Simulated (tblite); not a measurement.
# C8H10F: the cost of one run

Programs: tblite 0.8.0 and PySCF 2.14.0, with routines of our own; each step states its level. All values are computed. Atoms count from 0.

## Step 1: The system as given

19 atoms, charge 1, multiplicity 1; geometry from: start built from the parent or by distance geometry.

## Step 2: Relaxing the molecule with GFN2-xTB

The job: settings as JSON, then the geometry in Å.

```
{"job": {"kind": "relax", "xc": "GFN2-xTB", "basis": "xTB"}, "charge": 1, "multiplicity": 1}
C     -2.663700    -1.905700     0.064500
C     -2.000300    -1.031000     0.523200
C     -1.128100     0.000700     1.138900
C     -0.232600     0.613000     0.082100
C     -0.819500     1.418700    -0.988500
C      1.212100     0.551800     0.271000
C      2.055100    -0.077600    -0.819300
C      1.947700    -0.736100     0.529300
F      1.210400    -1.921300     0.580200
H     -3.293600    -2.669700    -0.349900
H     -1.779700     0.797400     1.551800
H     -0.577200    -0.415400     1.968700
H     -1.398600     0.795800    -1.672400
H     -1.474900     2.187600    -0.601300
H     -0.044700     1.947700    -1.576400
H      1.631200     1.433200     0.787600
H      1.557200    -0.559100    -1.638100
H      2.996500     0.368500    -1.064400
H      2.782800    -0.780000     1.198000
```

Command:

```
> OMP_NUM_THREADS=1 python redox_run.py task.json out
```

This one command runs all jobs of the session in turn.

**Question.** How long does this first job take on 1 thread of Arm Neoverse V1, shared host?

About 3.7 s.
